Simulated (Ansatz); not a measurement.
# Ti3Se (P-6m2): convergence test of the k-point mesh, by script

A script is to give a convergence test of the k-point mesh; the system is Ti3Se (P-6m2).

Program: Ansatz 0.2.0, driven from Python. Level of theory: DFT PBEsol, plane waves, PAW. These are calculated values, not measurements.

## (1) The system

Symmetry: P-6m2, No. 187, hexagonal system. Conventional cell: a = 3.197 Å, b = 3.197 Å, c = 7.943 Å, α = 90.00°, β = 90.00°, γ = 120.00°. Ti (site symmetry 3m) is surrounded by 3 Se at 2.58 Å and 3 Ti at 2.85 Å. Around Ti (site symmetry -6m2) lie 12 Ti at 2.85 to 3.20 Å. Around Se (site symmetry -6m2) lie 6 Ti at 2.58 Å.

No structure file is read: the coordinates are typed or built in the script.

## (2) Script

ti3se_kconv.py reads:

```python
# -*- coding: utf-8 -*-
import argparse

import ansatz as az
from tabulate import tabulate

parser = argparse.ArgumentParser(description="Convergence of Ti3Se with the k-point mesh.")
parser.add_argument("--functional", default="pbesol", help="exchange-correlation functional")
parser.add_argument("--filling", required=True, help="how the bands are filled")
args = parser.parse_args()


def main():
    xtal = (
        az.Lattice.from_parameters(3.197446, 3.197446, 7.942745, alpha=90, beta=90, gamma=120)
        .space_group(187)
        .atom("Ti", (1 / 3, 2 / 3, 0.227098))
        .atom("Ti", (2 / 3, 1 / 3, 0.5))
        .atom("Se", (0.0, 0.0, 0.0))
    )

    calc = (
        xtal.calculation()
        .functional(args.functional)
        .occupations(args.filling)
    )

    rows = []
    for value in [(3, 3, 1), (4, 4, 2), (5, 5, 2), (6, 6, 3), (8, 8, 3), (10, 10, 4)]:
        report = calc.kpoints(mesh=value).run(threads=1).report
        rows.append((value, report["free_energy_ev"] / len(report["lattice"]["sites"]), report["n_iterations"], report["n_kpoints"]))

    print(tabulate(rows, headers=["mesh", "F/atom (eV)", "iterations", "k-points"], floatfmt=".4f", tablefmt="github"))

    for row in rows[:-1]:
        shift = 1000 * (row[1] - rows[-1][1])
        print(f"{row[0]}: {shift:+.2f} meV/atom" + ("  (within 5 meV)" if abs(shift) < 5 else ""))


if __name__ == "__main__":
    main()
```

## (3) The calls as engine input

The package turns the script's settings into the engine's input (first run):

```yaml
crystal:
  lattice:
    a: 3.197446
    b: 3.197446
    c: 7.942745
    alpha: 90.0
    beta: 90.0
    gamma: 120.0
  space_group: 187
  atoms:
    - { symbol: Ti, position: [0.3333333333333333, 0.6666666666666666, 0.227098] }
    - { symbol: Ti, position: [0.6666666666666666, 0.3333333333333333, 0.5] }
    - { symbol: Se, position: [0.0, 0.0, 0.0] }
kpoints:
  mp_grid:
    grid: [3, 3, 1]
hamiltonian:
  xc: pbesol
scf:
  occupations:
    method: fermi_dirac
```

## (4) The run

On the command line:

```bash
python ti3se_kconv.py --filling fermi_dirac
```

Standard output:

```text
DeckWarning: basis.ecutwfc = 420 eV, auto-derived from the records' recommended cutoffs: set by Ti (normal level)
| mesh        |   F/atom (eV) |   iterations |   k-points |
|-------------|---------------|--------------|------------|
| (3, 3, 1)   |    -3211.9287 |            7 |          3 |
| (4, 4, 2)   |    -3211.9917 |            8 |          8 |
| (5, 5, 2)   |    -3211.9950 |            8 |         10 |
| (6, 6, 3)   |    -3211.9967 |            8 |         14 |
| (8, 8, 3)   |    -3211.9982 |            8 |         20 |
| (10, 10, 4) |    -3211.9985 |            8 |         42 |
(3, 3, 1): +69.85 meV/atom
(4, 4, 2): +6.86 meV/atom
(5, 5, 2): +3.52 meV/atom  (within 5 meV)
(6, 6, 3): +1.89 meV/atom  (within 5 meV)
(8, 8, 3): +0.31 meV/atom  (within 5 meV)
```

(Warnings from the package without file and line.)

Wall time 20 s (1 thread of Arm Neoverse V1, shared host); peak memory 0.4 GiB.

## (5) Inputs of later runs

The engine's inputs for some of the other runs:

Run 4, against run 1:

```diff
@@ -16 +16 @@
-    grid: [3, 3, 1]
+    grid: [6, 6, 3]
```

Run 5, against run 1:

```diff
@@ -16 +16 @@
-    grid: [3, 3, 1]
+    grid: [8, 8, 3]
```

Run 6, against run 1:

```diff
@@ -16 +16 @@
-    grid: [3, 3, 1]
+    grid: [10, 10, 4]
```

## (6) What each run gave

One row for each of the 6 runs:

| run | k mesh | energy from run 6 (meV/atom) | SCF cycles | CPU time (s) |
| --- | --- | --- | --- | --- |
| 1 | [3, 3, 1] | 69.85 | 7 | 1 |
| 2 | [4, 4, 2] | 6.86 | 8 | 1.4 |
| 3 | [5, 5, 2] | 3.52 | 8 | 2 |
| 4 | [6, 6, 3] | 1.89 | 8 | 2.6 |
| 5 | [8, 8, 3] | 0.31 | 8 | 3.8 |
| 6 | [10, 10, 4] | 0.00 | 8 | 7.7 |

Energies are free energies F = E - TS of the smeared occupations. 

## (7) Outcome

```
                              quantity           value
                         runs compared               6
       last run but one, from the last  +0.31 meV/atom
within 5 meV/atom of the last run from       [5, 5, 2]
```

From 5×5×2 on it stays within 5 meV an atom of the value at 10×10×4; the first row (3×3×1) is off by 69.8 meV and the last but one by 0.31 meV. This holds for F at a smearing of 0.1 eV; a narrower one needs a denser mesh. The structure comes from a database of computed cells and needn't be a stable or known phase. Shifts are counted from the finest mesh, which is itself no proven limit.
